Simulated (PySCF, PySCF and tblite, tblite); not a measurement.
# C₆H₁₃NO: conformers and averaged spectra, part 2 of 2

PySCF and tblite. Atoms count from 0. Earlier steps stand in the parts before.

## 8. Shieldings, conformer 1: WP04/pcSseg-1

Job settings and geometry (Å):

```
{"job": {"xc": "WP04", "basis": "pcSseg-1", "kind": "nmr", "pop": false}, "charge": 0, "multiplicity": 1}
C      2.743173    -0.112860    -1.267037
C      1.227653    -0.142019    -1.243433
O      0.567886     0.013816    -2.254825
N      0.684487    -0.393373    -0.022723
C     -0.748469    -0.540614     0.256153
C     -1.481489     0.760913    -0.078437
C     -0.872623    -0.839937     1.747914
C     -1.325015    -1.702529    -0.557297
H      3.122703    -1.139194    -1.397293
H      3.066990     0.481709    -2.130399
H      3.179224     0.302586    -0.346014
H      1.317088    -0.500037     0.757898
H     -1.079634     1.593599     0.518839
H     -2.555360     0.663203     0.141493
H     -1.357399     1.000510    -1.142679
H     -0.455203    -0.019323     2.353744
H     -1.929634    -0.959252     2.025515
H     -0.347886    -1.772993     2.009977
H     -2.397130    -1.825335    -0.340454
H     -1.199815    -1.511352    -1.631150
H     -0.811129    -2.643059    -0.304852
```

What it wrote:

```text
coarse grid: 16728 points
cycle   1  E = -374.8839863976  dE =  7.844e-01  |g| = 1.269e+00  |ddm| = 3.924e+00
cycle   2  E = -373.6388639428  dE =  1.245e+00  |g| = 2.650e+00  |ddm| = 4.049e+00
cycle   3  E = -375.1276428363  dE = -1.489e+00  |g| = 5.959e-01  |ddm| = 3.653e+00
cycle   4  E = -375.2023387740  dE = -7.470e-02  |g| = 1.867e-01  |ddm| = 5.773e-01
cycle   5  E = -375.2080067679  dE = -5.668e-03  |g| = 8.546e-02  |ddm| = 1.634e-01
cycle   6  E = -375.2095123813  dE = -1.506e-03  |g| = 1.654e-02  |ddm| = 6.226e-02
cycle   7  E = -375.2095753329  dE = -6.295e-05  |g| = 2.938e-03  |ddm| = 1.580e-02
cycle   8  E = -375.2095769764  dE = -1.643e-06  |g| = 8.870e-04  |ddm| = 3.482e-03
final grid: 159288 points
cycle   9  E = -375.2961484380  dE = -8.877e-05  |g| = 1.136e-02  |ddm| = 5.335e-02
cycle  10  E = -375.2960854063  dE =  6.303e-05  |g| = 2.082e-02  |ddm| = 2.301e-02
cycle  11  E = -375.2961740958  dE = -8.869e-05  |g| = 4.764e-03  |ddm| = 1.714e-02
cycle  12  E = -375.2961786034  dE = -4.508e-06  |g| = 2.992e-04  |ddm| = 3.604e-03
cycle  13  E = -375.2961786187  dE = -1.532e-08  |g| = 1.778e-04  |ddm| = 5.196e-04
cycle  14  E = -375.2961786259  dE = -7.207e-09  |g| = 3.731e-05  |ddm| = 1.728e-04
cycle  15  E = -375.2961786262  dE = -2.671e-10  |g| = 1.452e-05  |ddm| = 3.019e-05
converged SCF energy = -375.2961786262

GIAO shielding tensors (ppm)
atom      isotropic    diamagn.    paramagn.     s11        s22        s33       span
  0 C      146.194     250.642    -104.449    120.470    141.016    177.095     56.625
  1 C        1.506     250.047    -248.541    -89.663     16.386     77.795    167.458
  2 O     -103.513     407.182    -510.695   -425.210   -207.765    322.435    747.645
  3 N       99.284     336.394    -237.110     -4.972    114.909    187.915    192.887
  4 C      116.890     243.223    -126.333     98.415    112.245    140.009     41.593
  5 C      145.015     250.763    -105.748    122.684    140.430    171.930     49.246
  6 C      140.279     250.523    -110.244    122.141    126.676    172.022     49.880
  7 C      145.488     249.050    -103.562    122.948    141.296    172.219     49.271
  8 H       29.495      27.875       1.620     26.572     28.159     33.753      7.181
  9 H       29.781      27.324       2.457     26.312     28.292     34.738      8.426
 10 H       30.127      31.072      -0.945     26.260     30.085     34.037      7.777
 11 H       27.261      40.126     -12.865     21.600     27.695     32.487     10.887
 12 H       30.782      33.580      -2.798     27.798     28.497     36.050      8.252
 13 H       30.819      31.919      -1.100     27.374     28.579     36.504      9.130
 14 H       28.710      33.249      -4.540     23.914     29.106     33.109      9.194
 15 H       30.585      32.985      -2.400     27.591     28.330     35.833      8.242
 16 H       30.523      30.716      -0.193     27.220     28.358     35.991      8.771
 17 H       30.590      32.075      -1.484     27.577     28.359     35.835      8.258
 18 H       30.832      30.605       0.227     27.381     28.615     36.499      9.118
 19 H       28.698      31.914      -3.216     23.905     29.143     33.046      9.141
 20 H       30.833      31.521      -0.688     27.855     28.523     36.120      8.264
```

Run time: 25 s. Hardware: 1 thread of Arm Neoverse V2, shared host; peak memory 1.2 GiB.

Key values: HOMO -8.14 eV, LUMO -1.42 eV; dipole 3.70 D.

## 9. Single-point energy, conformer 1: r2SCAN/def2-SVP

The job, as its differences from that of step 8:

```diff
@@ -1,2 +1,2 @@
-{"job": {"xc": "WP04", "basis": "pcSseg-1", "kind": "nmr", "pop": false}, "charge": 0, "multiplicity": 1}
+{"job": {"xc": "r2SCAN", "basis": "def2-SVP", "kind": "sp"}, "charge": 0, "multiplicity": 1}
 C      2.743173    -0.112860    -1.267037
```

What it wrote:

```text
coarse grid: 73520 points
cycle   1  E = -365.7854759665  dE =  5.989e-01  |g| = 9.401e-01  |ddm| = 4.523e+00
cycle   2  E = -364.7817813106  dE =  1.004e+00  |g| = 2.289e+00  |ddm| = 4.699e+00
cycle   3  E = -365.9395271518  dE = -1.158e+00  |g| = 4.194e-01  |ddm| = 4.132e+00
cycle   4  E = -365.9796764633  dE = -4.015e-02  |g| = 1.311e-01  |ddm| = 5.366e-01
cycle   5  E = -365.9827818202  dE = -3.105e-03  |g| = 6.149e-02  |ddm| = 1.598e-01
cycle   6  E = -365.9836273868  dE = -8.456e-04  |g| = 9.101e-03  |ddm| = 5.809e-02
cycle   7  E = -365.9836480807  dE = -2.069e-05  |g| = 1.772e-03  |ddm| = 1.145e-02
cycle   8  E = -365.9836487307  dE = -6.501e-07  |g| = 6.663e-04  |ddm| = 3.103e-03
final grid: 159288 points
cycle   9  E = -365.9859431818  dE = -6.112e-07  |g| = 2.186e-03  |ddm| = 7.317e-03
cycle  10  E = -365.9859409778  dE =  2.204e-06  |g| = 3.886e-03  |ddm| = 5.995e-03
cycle  11  E = -365.9859441254  dE = -3.148e-06  |g| = 8.440e-04  |ddm| = 4.270e-03
cycle  12  E = -365.9859442841  dE = -1.587e-07  |g| = 1.056e-04  |ddm| = 9.114e-04
cycle  13  E = -365.9859442866  dE = -2.434e-09  |g| = 3.251e-05  |ddm| = 1.371e-04
cycle  14  E = -365.9859442868  dE = -2.444e-10  |g| = 7.151e-06  |ddm| = 3.457e-05
converged SCF energy = -365.9859442868
```

Run time: 29 s. Hardware: 1 thread of Arm Neoverse V2, shared host; peak memory 0.7 GiB.

Key values: HOMO -5.62 eV, LUMO 0.17 eV; dipole 3.49 D.

## 10. Boltzmann average: properties at WP04/pcSseg-1

Job settings and geometry (Å):

```
{"job": {"study": "conf", "smiles": "CC(=O)NC(C)(C)C", "search": {"seed": 9876, "n_embed": 90, "ff_keep": 18, "window": 3.0, "nmax": 8, "temps": [250, 273.15, 298.15, 323.15, 373.15], "t_ref": 298.15, "order": 0.002, "geom": true}, "level": {"nmr": {"xc": "WP04", "basis": "pcSseg-1"}, "sp": {"xc": "r2SCAN", "basis": "def2-SVP"}, "change": "WP04/pcSseg-1; energies r2SCAN/def2-SVP", "top": 4}, "kind": "conf"}, "charge": 0, "multiplicity": 1}
C      2.743173    -0.112860    -1.267037
C      1.227653    -0.142019    -1.243433
O      0.567886     0.013816    -2.254825
N      0.684487    -0.393373    -0.022723
C     -0.748469    -0.540614     0.256153
C     -1.481489     0.760913    -0.078437
C     -0.872623    -0.839937     1.747914
C     -1.325015    -1.702529    -0.557297
H      3.122703    -1.139194    -1.397293
H      3.066990     0.481709    -2.130399
H      3.179224     0.302586    -0.346014
H      1.317088    -0.500037     0.757898
H     -1.079634     1.593599     0.518839
H     -2.555360     0.663203     0.141493
H     -1.357399     1.000510    -1.142679
H     -0.455203    -0.019323     2.353744
H     -1.929634    -0.959252     2.025515
H     -0.347886    -1.772993     2.009977
H     -2.397130    -1.825335    -0.340454
H     -1.199815    -1.511352    -1.631150
H     -0.811129    -2.643059    -0.304852
```

What it wrote:

```text
conformer  sym    E(xTB)   E(DFT)   G(298.15 K)  weight  dipole/D
    1     C1      0.000    0.000    0.000   1.0000    3.492

mean shielding (ppm) by class
class atoms           250 K   273.15 K   298.15 K   323.15 K   373.15 K
  0 C  0            146.194    146.194    146.194    146.194    146.194
  1 C  1              1.506      1.506      1.506      1.506      1.506
  2 O  2           -103.513   -103.513   -103.513   -103.513   -103.513
  3 N  3             99.284     99.284     99.284     99.284     99.284
  4 C  4             116.89     116.89     116.89     116.89     116.89
  5 C  5,6,7        143.594    143.594    143.594    143.594    143.594
  6 H  8,9,10        29.801     29.801     29.801     29.801     29.801
  7 H  11            27.261     27.261     27.261     27.261     27.261
  8 H  12,13,14      30.263     30.263     30.263     30.263     30.263
```

Wall time 54 s (1 thread of Arm Neoverse V2, shared host). This counts the runs that the step sums up.

Against the first level, at 298 K (shifts, ppm; largest changes first):

| atoms | PBE0/pcSseg-1 in chloroform | WP04/pcSseg-1 | change |
| --- | --- | --- | --- |
| N3 | 159.7 | 147.6 | -12.0 |
| O2 | 414.0 | 421.1 | +7.1 |
| C4 | 50.8 | 55.6 | +4.7 |
| C1 | 173.2 | 170.9 | -2.3 |
| H11 | 4.90 | 4.30 | -0.60 |
| C5, C6, C7 | 29.3 | 28.8 | -0.4 |
| C0 | 26.1 | 26.2 | +0.2 |
| H8, H9, H10 | 1.90 | 1.76 | -0.13 |
| H12, H13, H14 and 6 more | 1.32 | 1.30 | -0.02 |

Weights: from PBE0/def2-SVPD in chloroform energies 1: 100 %; from r2SCAN/def2-SVP energies 1: 100 % (with a dispersion term where the level has one and the same thermal terms, so they don't follow from the SCF energies alone). Times: 2 min and 54 s.

## 11. What came out

This closing draws on all 2 parts.

```
                                         quantity                                                 value
                                       conformers  1; the first in weight is no. 1 (C1), 100 % at 298 K
                          root-mean-square dipole                                                4.75 D
averaged 13C shifts (PBE0/pcSseg-1 in chloroform)                           173.2, 50.8, 29.3, 26.1 ppm
 averaged 1H shifts (PBE0/pcSseg-1 in chloroform)                                  4.90, 1.90, 1.32 ppm
```

**Reading.** The search found one conformer in the window, so the averages are its own values. Against 2 measured 13C shifts the average misses by 0.8 ppm. Against 1 measured 1H shift the average misses by 0.04 ppm. Vibration is missing from the shifts, so part of that gap is not the functional's. Where an open-chain amide-type bond turns slowly on the NMR time scale, such averages don't hold. Protons on O, N, S or Se exchange and bind to solvent, so their values hold for the lone molecule only. Between PBE0/pcSseg-1 in chloroform and WP04/pcSseg-1, N3 changes most, by 12.0 ppm.
